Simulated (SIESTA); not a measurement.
Here is a SIESTA 5.4.2 calculation.

Cu.fdf

```
SystemName                      Cu
SystemLabel                     Cu
NumberOfSpecies                 1
NumberOfAtoms                   6
%block ChemicalSpeciesLabel
  1  29 Cu
%endblock ChemicalSpeciesLabel

LatticeConstant                 1.0 Ang
%block LatticeVectors
     2.5561910140     0.0000000000     0.0000000000
    -1.2780955070     2.2137263550     0.0000000000
     0.0000000000     0.0000000000    25.4356061156
%endblock LatticeVectors
AtomicCoordinatesFormat         Fractional
%block AtomicCoordinatesAndAtomicSpecies
     0.6666666667     0.3333333333     0.2948622481  1  Cu
     0.3333333333     0.6666666667     0.3769173488  1  Cu
     0.0000000000     0.0000000000     0.4589724496  1  Cu
     0.6666666667     0.3333333333     0.5410275504  1  Cu
     0.3333333333     0.6666666667     0.6230826512  1  Cu
     0.0000000000     0.0000000000     0.7051377519  1  Cu
%endblock AtomicCoordinatesAndAtomicSpecies

%block kgrid.MonkhorstPack
   12   0   0  0.0
    0  12   0  0.0
    0   0   1  0.0
%endblock kgrid.MonkhorstPack
XC.Functional                   GGA
XC.Authors                      PBE
PAO.BasisSize                   DZP
PAO.EnergyShift                 0.003 Ry
Mesh.Cutoff                     800 Ry
OccupationFunction              FD
ElectronicTemperature           0.05 eV
Slab.DipoleCorrection           vacuum
MaxSCFIterations                120
SCF.MustConverge                false
SCF.Mixer.Method                Pulay
SCF.Mixer.Weight                0.25
SCF.Mixer.History               8
SCF.DM.Tolerance                5.0e-05
SCF.H.Tolerance                 1.0e-03 eV
WriteForces                     true
Charge.Mulliken                 end
Charge.Hirshfeld                end
Charge.Voronoi                  end
SaveRho                         true
SaveElectrostaticPotential      true
%block PAO.Basis
  Cu 5
  n=3 0 2
    2.369 0.000
  n=4 0 2
    6.722 0.000
  n=3 1 2
    2.657 0.000
  n=4 1 1
    6.722
  n=3 2 2
    4.927 0.000
%endblock PAO.Basis
```

Potentials or basis: SPMS 1.0 (PBE files) or PseudoDojo by element, DZP (energy shift 0.003 Ry; two zetas on semicore shells).

Launch:

```sh
$ siesta < Cu.fdf > Cu.out 2>&1
```

(1) Predict the band gap on the k mesh.

(2) Predict the largest force.

Results:

(1) none (metal or under the smearing width).

(2) 0.051 eV/Å.

Caveat: the valence orbitals were made in a potential fitted to the semicore shell under them, which widens gaps by tenths of an eV or more; the basis of atomic orbitals isn't converged, which shifts pressures, moduli and gaps.
